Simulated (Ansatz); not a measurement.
**C3H10GeS: a ladder of functionals**

Aim: compute C3H10GeS with functionals from several rungs. Orbital energies and run times are compared.

Method: functionals in def2-TZVPP; program: Ansatz 0.2.0, Gaussian basis.

The runs, in order: LDA (SPW92), PBE-D4, revPBE-D4, BLYP-D4, r2SCAN-D4, B97M-V, PBE0-D4, B3LYP-D4, r2SCANh-D4.

### Step 1. Structure used throughout

The geometry comes from an earlier relaxation with PBE0-D4 in a triple-zeta def2 set; it is a stationary point, not always the lowest conformer.

SMILES `C[S][GeH]([CH3])[CH3]`, 15 atoms, charge 0, spin multiplicity 1.

Atoms are counted from 1 here; the program's logs count them from 0.

Bond lengths: C1–S2 1.813 Å, C1–H6 1.090 Å, C1–H7 1.090 Å, C1–H8 1.091 Å, S2–Ge3 2.225 Å, Ge3–C4 1.948 Å, Ge3–C5 1.953 Å, Ge3–H9 1.547 Å, C4–H10 1.091 Å, C4–H11 1.090 Å, C4–H12 1.091 Å, C5–H13 1.091 Å, C5–H14 1.091 Å, C5–H15 1.092 Å. Angles: S2–C1–H6 111.6°, S2–C1–H7 106.9°, S2–C1–H8 111.2°, H6–C1–H7 108.5°, H6–C1–H8 109.8°, H7–C1–H8 108.7°, C1–S2–Ge3 99.9°, S2–Ge3–C4 106.1°, S2–Ge3–C5 110.4°, S2–Ge3–H9 107.7°, C4–Ge3–C5 111.7°, C4–Ge3–H9 111.4°, C5–Ge3–H9 109.4°, Ge3–C4–H10 110.1°, Ge3–C4–H11 110.4°, Ge3–C4–H12 110.0°, H10–C4–H11 108.8°, H10–C4–H12 108.7° and more.

### Step 2. LDA

This LDA is Slater exchange with PW92 correlation.

in.yaml

```yaml
crystal:
  periodic: [false, false, false]
  atoms:
    - {symbol: C, position_ang: [-2.268527, -1.244932, -0.382752]}
    - {symbol: S, position_ang: [-0.751145, -1.012355, -1.347726]}
    - {symbol: Ge, position_ang: [0.571669, -0.152563, 0.220811]}
    - {symbol: C, position_ang: [2.342903, -0.016767, -0.579009]}
    - {symbol: C, position_ang: [-0.097192, 1.591011, 0.793792]}
    - {symbol: H, position_ang: [-2.685103, -0.292475, -0.054450]}
    - {symbol: H, position_ang: [-2.990628, -1.731010, -1.038841]}
    - {symbol: H, position_ang: [-2.092700, -1.888245, 0.480193]}
    - {symbol: H, position_ang: [0.567909, -1.126310, 1.423538]}
    - {symbol: H, position_ang: [3.050712, 0.390469, 0.145134]}
    - {symbol: H, position_ang: [2.692318, -0.998801, -0.898238]}
    - {symbol: H, position_ang: [2.310859, 0.644421, -1.446147]}
    - {symbol: H, position_ang: [-1.104475, 1.504752, 1.203071]}
    - {symbol: H, position_ang: [-0.121710, 2.274420, -0.055974]}
    - {symbol: H, position_ang: [0.553311, 2.007487, 1.565799]}
basis:
  gaussian: {orbitals: def2-TZVPP}
hamiltonian: {xc: lda}
output: {orbitals: {seedname: orbitals}}
```

Started as:

```
ansatz run in.yaml --threads 2 --pin off --events-out ev --progress --plain --max-ram 31744MiB --backend cpu
```

The log of the run:

```text
Functional definition: SPW92
  name "SPW92"
  cite "Dirac, Proc. Camb. Phil. Soc. 26, 376 (1930) doi:10.1017/S0305004100016108"
  cite "Slater, Phys. Rev. 81, 385 (1951) doi:10.1103/PhysRev.81.385"
  cite "Perdew & Wang, Phys. Rev. B 45, 13244 (1992) doi:10.1103/PhysRevB.45.13244"
  exchange = slater_x
  correlation = pw_c
1772 factors; their error is unknown
mean field evaluation 1: about -70451.5080 eV, gradient 1.1e2 eV
mean field evaluation 2: about -70413.8344 eV, gradient 1.5e2 eV
mean field evaluation 4: about -70475.3515 eV, gradient 1.2e1 eV
mean field evaluation 8: about -70475.6881 eV, gradient 3.0e-1 eV
mean field evaluation 16: about -70475.6522 eV, gradient 5.2e-4 eV
mean field -70475.65218984 eV, -2589.9324478639 hartree, gradient 7.9e-5 eV, S^2 0.000000; 0 other end points of the search recorded, 0 dependent functions left out
reference -70475.65223623 eV, -2589.9324495685 hartree; 38, 38 occupied and 285, 285 virtual orbitals, 1772 factors
Total energy: -70475.65223623 eV, -2589.9324495685 hartree
```

Wall time 2.9 s (2 threads, shared host).

HOMO -5.36 eV, LUMO -0.56 eV.

### Step 3. PBE-D4 (GGA)

Changes to in.yaml since step 2:

```diff
@@ -20,3 +20,3 @@
   gaussian: {orbitals: def2-TZVPP}
-hamiltonian: {xc: lda}
-output: {orbitals: {seedname: orbitals}}
+hamiltonian: {xc: pbe, dispersion: d4}
+output: {forces: true, orbitals: {seedname: orbitals}}
```

Same command.

The log of the run (excerpt; [...] marks lines left out):

```text
Functional definition: PBE
  name "PBE"
  cite "Perdew, Burke & Ernzerhof, Phys. Rev. Lett. 77, 3865 (1996) doi:10.1103/PhysRevLett.77.3865"
  parent pbe
[...]
1772 factors; their error is unknown
[...]
mean field -70612.51880624 eV, -2594.9622032451 hartree, gradient 2.9e-5 eV, S^2 0.000000; 0 other end points of the search recorded, 0 dependent functions left out
[...]
reference -70612.51885673 eV, -2594.9622051004 hartree; 38, 38 occupied and 285, 285 virtual orbitals, 1772 factors
Total energy: -70612.86307559 eV, -2594.9748549102 hartree
Atom 0 at    -2.268527    -1.244932    -0.382752 Å, force    -0.032595     0.004120     0.032034 eV/Å
Atom 1 at    -0.751145    -1.012355    -1.347726 Å, force     0.099182    -0.069467    -0.349663 eV/Å
Atom 2 at     0.571669    -0.152563     0.220811 Å, force     0.008611    -0.035651     0.071430 eV/Å
[...]
Atom 5 at    -2.685103    -0.292475    -0.054450 Å, force    -0.096307     0.188621     0.076567 eV/Å
Atom 6 at    -2.990628    -1.731010    -1.038841 Å, force    -0.149695    -0.098370    -0.128055 eV/Å
Atom 7 at    -2.092700    -1.888245     0.480193 Å, force     0.023388    -0.130752     0.182319 eV/Å
Atom 8 at     0.567909    -1.126310     1.423538 Å, force     0.000943    -0.105380     0.137837 eV/Å
Atom 9 at     3.050712     0.390469     0.145134 Å, force     0.130470     0.077012     0.137678 eV/Å
Atom 10 at     2.692318    -0.998801    -0.898238 Å, force     0.066645    -0.184615    -0.059834 eV/Å
Atom 11 at     2.310859     0.644421    -1.446147 Å, force    -0.006047     0.124300    -0.162229 eV/Å
Atom 12 at    -1.104475     1.504752     1.203071 Å, force    -0.191429    -0.017808     0.077308 eV/Å
Atom 13 at    -0.121710     2.274420    -0.055974 Å, force    -0.004409     0.126389    -0.161731 eV/Å
Atom 14 at     0.553311     2.007487     1.565799 Å, force     0.122413     0.079477     0.149215 eV/Å
Dipole moment:    -0.004872     0.172241     0.256875 e Å
```

Run time: 6 s. Hardware: 2 threads, shared host.

HOMO -5.27 eV, LUMO -0.35 eV.

### Step 4. revPBE-D4 (GGA)

Changes to in.yaml since step 3:

```diff
@@ -20,3 +20,3 @@
   gaussian: {orbitals: def2-TZVPP}
-hamiltonian: {xc: pbe, dispersion: d4}
-output: {forces: true, orbitals: {seedname: orbitals}}
+hamiltonian: {xc: {name: revPBE}, dispersion: d4}
+output: {orbitals: {seedname: orbitals}}
```

Same command.

The log of the run:

```text
Functional definition: revPBE
  name "revPBE"
  cite "Zhang & Yang, Phys. Rev. Lett. 80, 890 (1998) doi:10.1103/PhysRevLett.80.890"
  cite "Perdew, Burke & Ernzerhof, Phys. Rev. Lett. 77, 3865 (1996) doi:10.1103/PhysRevLett.77.3865"
  parameter kappa = 1.245
  parameter beta = 0.06672455060314922
  exchange = pbe_x(kappa = kappa, mu = beta*pi^2/3)
  correlation = pbe_c(beta = beta)
1772 factors; their error is unknown
mean field evaluation 1: about -70602.1705 eV, gradient 9.9e1 eV
mean field evaluation 2: about -70571.7710 eV, gradient 1.4e2 eV
mean field evaluation 4: about -70623.0541 eV, gradient 9.5e0 eV
mean field evaluation 8: about -70623.2735 eV, gradient 2.6e-1 eV
mean field evaluation 16: about -70623.2359 eV, gradient 3.2e-4 eV
mean field -70623.23589519 eV, -2595.3560489996 hartree, gradient 3.9e-5 eV, S^2 0.000000; 0 other end points of the search recorded, 0 dependent functions left out
reference -70623.23595869 eV, -2595.3560513331 hartree; 38, 38 occupied and 285, 285 virtual orbitals, 1772 factors
Total energy: -70624.20677299 eV, -2595.3917281006 hartree
```

Wall time 4.4 s (2 threads, shared host).

HOMO -5.23 eV, LUMO -0.24 eV.

### Step 5. BLYP-D4 (GGA)

Changes to in.yaml since step 4:

```diff
@@ -20,3 +20,3 @@
   gaussian: {orbitals: def2-TZVPP}
-hamiltonian: {xc: {name: revPBE}, dispersion: d4}
+hamiltonian: {xc: {name: BLYP}, dispersion: d4}
 output: {orbitals: {seedname: orbitals}}
```

Same command.

The log of the run:

```text
Functional definition: BLYP
  name "BLYP"
  cite "Becke, Phys. Rev. A 38, 3098 (1988) doi:10.1103/PhysRevA.38.3098"
  cite "Lee, Yang & Parr, Phys. Rev. B 37, 785 (1988) doi:10.1103/PhysRevB.37.785"
  parameter beta = 0.0042
  parameter a = 0.04918
  parameter b = 0.132
  parameter c = 0.2533
  parameter d = 0.349
  exchange = b88_x(beta = beta)
  correlation = lyp_c(a = a, b = b, c = c, d = d)
1772 factors; their error is unknown
mean field evaluation 1: about -70605.0207 eV, gradient 1.1e2 eV
mean field evaluation 2: about -70566.3462 eV, gradient 1.5e2 eV
mean field evaluation 4: about -70629.4816 eV, gradient 1.1e1 eV
mean field evaluation 8: about -70629.7965 eV, gradient 3.0e-1 eV
mean field evaluation 16: about -70629.7568 eV, gradient 5.3e-4 eV
mean field -70629.75676123 eV, -2595.5956864065 hartree, gradient 7.0e-5 eV, S^2 0.000000; 0 other end points of the search recorded, 0 dependent functions left out
reference -70629.75720837 eV, -2595.5957028388 hartree; 38, 38 occupied and 285, 285 virtual orbitals, 1772 factors
Total energy: -70630.49484201 eV, -2595.6228103748 hartree
```

It took 4.6 s on 2 threads, shared host.

HOMO -5.12 eV, LUMO -0.26 eV.

### Step 6. r2SCAN-D4 (meta-GGA)

Changes to in.yaml since step 5:

```diff
@@ -20,3 +20,3 @@
   gaussian: {orbitals: def2-TZVPP}
-hamiltonian: {xc: {name: BLYP}, dispersion: d4}
-output: {orbitals: {seedname: orbitals}}
+hamiltonian: {xc: r2scan, dispersion: d4}
+output: {forces: true, orbitals: {seedname: orbitals}}
```

Launched as before.

The log of the run (excerpt; [...] marks lines left out):

```text
Functional definition: r2SCAN
  name "r2SCAN"
  cite "Furness, Kaplan, Ning, Perdew & Sun, J. Phys. Chem. Lett. 11, 8208 (2020) doi:10.1021/acs.jpclett.0c02405"
  cite "Furness, Kaplan, Ning, Perdew & Sun, J. Phys. Chem. Lett. 11, 9248 (2020) doi:10.1021/acs.jpclett.0c03077"
  parent r2scan
[...]
1772 factors; their error is unknown
[...]
mean field -70627.61324847 eV, -2595.5169137655 hartree, gradient 4.9e-5 eV, S^2 0.000000; 0 other end points of the search recorded, 0 dependent functions left out
[...]
reference -70627.61326264 eV, -2595.5169142863 hartree; 38, 38 occupied and 285, 285 virtual orbitals, 1772 factors
Total energy: -70627.70170678 eV, -2595.5201645483 hartree
Atom 0 at    -2.268527    -1.244932    -0.382752 Å, force    -0.162284    -0.025492     0.092732 eV/Å
Atom 1 at    -0.751145    -1.012355    -1.347726 Å, force     0.135998     0.004517    -0.125696 eV/Å
[...]
Atom 5 at    -2.685103    -0.292475    -0.054450 Å, force     0.005734    -0.015913    -0.001873 eV/Å
Atom 6 at    -2.990628    -1.731010    -1.038841 Å, force     0.014057     0.011341     0.018174 eV/Å
Atom 7 at    -2.092700    -1.888245     0.480193 Å, force    -0.004933     0.011308    -0.011918 eV/Å
Atom 8 at     0.567909    -1.126310     1.423538 Å, force     0.001646     0.029664    -0.027808 eV/Å
Atom 9 at     3.050712     0.390469     0.145134 Å, force    -0.013587    -0.007170    -0.015463 eV/Å
Atom 10 at     2.692318    -0.998801    -0.898238 Å, force    -0.006285     0.022822     0.006382 eV/Å
Atom 11 at     2.310859     0.644421    -1.446147 Å, force     0.000375    -0.013240     0.016889 eV/Å
Atom 12 at    -1.104475     1.504752     1.203071 Å, force     0.022005     0.005459    -0.006998 eV/Å
Atom 13 at    -0.121710     2.274420    -0.055974 Å, force    -0.000219    -0.012531     0.016089 eV/Å
Atom 14 at     0.553311     2.007487     1.565799 Å, force    -0.012379    -0.006785    -0.010694 eV/Å
Dipole moment:    -0.009764     0.177838     0.273655 e Å
```

Run time: 10 s. Hardware: 2 threads, shared host.

HOMO -5.52 eV, LUMO -0.02 eV.

### Step 7. B97M-V (meta-GGA)

Changes to in.yaml since step 6:

```diff
@@ -20,3 +20,3 @@
   gaussian: {orbitals: def2-TZVPP}
-hamiltonian: {xc: r2scan, dispersion: d4}
-output: {forces: true, orbitals: {seedname: orbitals}}
+hamiltonian: {xc: {name: B97M-V}}
+output: {orbitals: {seedname: orbitals}}
```

Launched as before.

The log of the run (excerpt; [...] marks lines left out):

```text
Functional definition: B97M-V
  name "B97M-V"
  cite "Mardirossian & Head-Gordon, J. Chem. Phys. 142, 074111 (2015) doi:10.1063/1.4907719"
  cite "Becke, J. Chem. Phys. 107, 8554 (1997) doi:10.1063/1.475007"
  cite "Vydrov & Van Voorhis, J. Chem. Phys. 133, 244103 (2010) doi:10.1063/1.3521275"
  # Of w^i u^j: cxij and so on, Table III.
[...]
  gx(w, u) = cx00 + cx01*u + cx02*u^2 + (cx10 + cx11*u)*w
  gss(w, u) = css00 + css02*u^2 + css10*w + (css32*w^3 + css42*w^4)*u^2
  gos(w, u) = cos00 + cos01*u + cos03*u^3 + cos10*w + cos32*w^3*u^2
[...]
      + integral(e_c_pw_mod_opposite_spin*gos(b97_w_opposite, b97_u_opposite)) + vv10(b, c)
1772 factors; their error is unknown
[...]
mean field -70617.50732443 eV, -2595.1455279073 hartree, gradient 2.0e-5 eV, S^2 0.000000; 0 other end points of the search recorded, 0 dependent functions left out
reference -70617.50739508 eV, -2595.1455305035 hartree; 38, 38 occupied and 285, 285 virtual orbitals, 1772 factors
Total energy: -70617.50739508 eV, -2595.1455305035 hartree
```

It took 18 s on 2 threads, shared host.

HOMO -5.64 eV, LUMO -0.16 eV.

### Step 8. PBE0-D4 (hybrid)

Changes to in.yaml since step 7:

```diff
@@ -20,3 +20,3 @@
   gaussian: {orbitals: def2-TZVPP}
-hamiltonian: {xc: {name: B97M-V}}
+hamiltonian: {xc: pbe0, dispersion: d4}
 output: {orbitals: {seedname: orbitals}}
```

Its log isn't repeated here (it stands with the study of this molecule's fields); it ends on a total energy of -70615.964266 eV.

HOMO -6.48 eV, LUMO 0.54 eV.

### Step 9. B3LYP-D4 (hybrid)

B3LYP here takes the VWN-RPA correlation.

Changes to in.yaml since step 8:

```diff
@@ -20,3 +20,3 @@
   gaussian: {orbitals: def2-TZVPP}
-hamiltonian: {xc: pbe0, dispersion: d4}
-output: {orbitals: {seedname: orbitals}}
+hamiltonian: {xc: {name: B3LYP}, dispersion: d4}
+output: {forces: true, orbitals: {seedname: orbitals}}
```

Same command.

The log of the run (excerpt; [...] marks lines left out):

```text
Functional definition: B3LYP
  name "B3LYP"
  cite "Stephens, Devlin, Chabalowski & Frisch, J. Phys. Chem. 98, 11623 (1994) doi:10.1021/j100096a001"
  cite "Becke, Phys. Rev. A 38, 3098 (1988) doi:10.1103/PhysRevA.38.3098"
  cite "Lee, Yang & Parr, Phys. Rev. B 37, 785 (1988) doi:10.1103/PhysRevB.37.785"
  cite "Vosko, Wilk & Nusair, Can. J. Phys. 58, 1200 (1980) doi:10.1139/p80-159"
[...]
1815 factors; their error is unknown
[...]
mean field -70632.67140085 eV, -2595.7027974370 hartree, gradient 3.9e-5 eV, S^2 0.000000; 0 other end points of the search recorded, 0 dependent functions left out
[...]
reference -70632.67173024 eV, -2595.7028095418 hartree; 38, 38 occupied and 285, 285 virtual orbitals, 1815 factors
Total energy: -70633.22412399 eV, -2595.7231096379 hartree
Atom 0 at    -2.268527    -1.244932    -0.382752 Å, force    -0.288646    -0.053925     0.134024 eV/Å
[...]
Atom 5 at    -2.685103    -0.292475    -0.054450 Å, force     0.013473    -0.065017    -0.004522 eV/Å
Atom 6 at    -2.990628    -1.731010    -1.038841 Å, force     0.025202     0.027363     0.055200 eV/Å
Atom 7 at    -2.092700    -1.888245     0.480193 Å, force    -0.028522     0.042425    -0.041500 eV/Å
Atom 8 at     0.567909    -1.126310     1.423538 Å, force     0.003981    -0.000763     0.013566 eV/Å
Atom 9 at     3.050712     0.390469     0.145134 Å, force    -0.027382    -0.021027    -0.045698 eV/Å
Atom 10 at     2.692318    -0.998801    -0.898238 Å, force    -0.008493     0.058103     0.013745 eV/Å
Atom 11 at     2.310859     0.644421    -1.446147 Å, force     0.011612    -0.036570     0.044737 eV/Å
Atom 12 at    -1.104475     1.504752     1.203071 Å, force     0.054180     0.012987    -0.022704 eV/Å
Atom 13 at    -0.121710     2.274420    -0.055974 Å, force    -0.001948    -0.030031     0.050926 eV/Å
Atom 14 at     0.553311     2.007487     1.565799 Å, force    -0.038555    -0.011309    -0.037992 eV/Å
Dipole moment:    -0.003320     0.171654     0.264654 e Å
```

Run time: 13 s. Hardware: 2 threads, shared host; peak memory 1.3 GiB.

HOMO -6.25 eV, LUMO 0.27 eV.

### Step 10. r2SCANh-D4 (hybrid)

Changes to in.yaml since step 9:

```diff
@@ -20,3 +20,3 @@
   gaussian: {orbitals: def2-TZVPP}
-hamiltonian: {xc: {name: B3LYP}, dispersion: d4}
-output: {forces: true, orbitals: {seedname: orbitals}}
+hamiltonian: {xc: {name: r2SCANh}, dispersion: d4}
+output: {orbitals: {seedname: orbitals}}
```

Launched as before.

The log of the run (excerpt; [...] marks lines left out):

```text
Functional definition: r2SCANh
  name "r2SCANh"
  cite "Bursch, Neugebauer, Ehlert & Grimme, J. Chem. Phys. 156, 134105 (2022) doi:10.1063/5.0086040"
  cite "Furness, Kaplan, Ning, Perdew & Sun, J. Phys. Chem. Lett. 11, 8208 (2020) doi:10.1021/acs.jpclett.0c02405"
  cite "Furness, Kaplan, Ning, Perdew & Sun, J. Phys. Chem. Lett. 11, 9248 (2020) doi:10.1021/acs.jpclett.0c03077"
  parent r2scan
[...]
1791 factors; their error is unknown
[...]
mean field -70627.26259292 eV, -2595.5040274116 hartree, gradient 6.2e-5 eV, S^2 0.000000; 0 other end points of the search recorded, 0 dependent functions left out
reference -70627.26260592 eV, -2595.5040278896 hartree; 38, 38 occupied and 285, 285 virtual orbitals, 1791 factors
Total energy: -70627.35709832 eV, -2595.5075004212 hartree
```

Wall time 13 s (2 threads, shared host); peak memory 1.2 GiB.

HOMO -5.97 eV, LUMO 0.30 eV.

### Step 11. Frontier levels by functional

Dipoles come from the runs that computed forces. Levels, from each run's orbital file:

| functional | HOMO (eV) | LUMO (eV) | gap (eV) | dipole (D) | time |
| --- | --- | --- | --- | --- | --- |
| LDA (SPW92) | -5.36 | -0.56 | 4.80 |  | 2.9 s |
| PBE-D4 | -5.27 | -0.35 | 4.92 | 1.49 | 6 s |
| revPBE-D4 | -5.23 | -0.24 | 4.98 |  | 4.4 s |
| BLYP-D4 | -5.12 | -0.26 | 4.86 |  | 4.6 s |
| r2SCAN-D4 | -5.52 | -0.02 | 5.50 | 1.57 | 10 s |
| B97M-V | -5.64 | -0.16 | 5.48 |  | 18 s |
| PBE0-D4 | -6.48 | 0.54 | 7.01 |  | 8.5 s |
| B3LYP-D4 | -6.25 | 0.27 | 6.52 | 1.52 | 13 s |
| r2SCANh-D4 | -5.97 | 0.30 | 6.27 |  | 13 s |

### Step 12. What came out

```
                 quantity                                     value
gap, smallest and largest  4.80 eV (LDA (SPW92)), 7.01 eV (PBE0-D4)
```
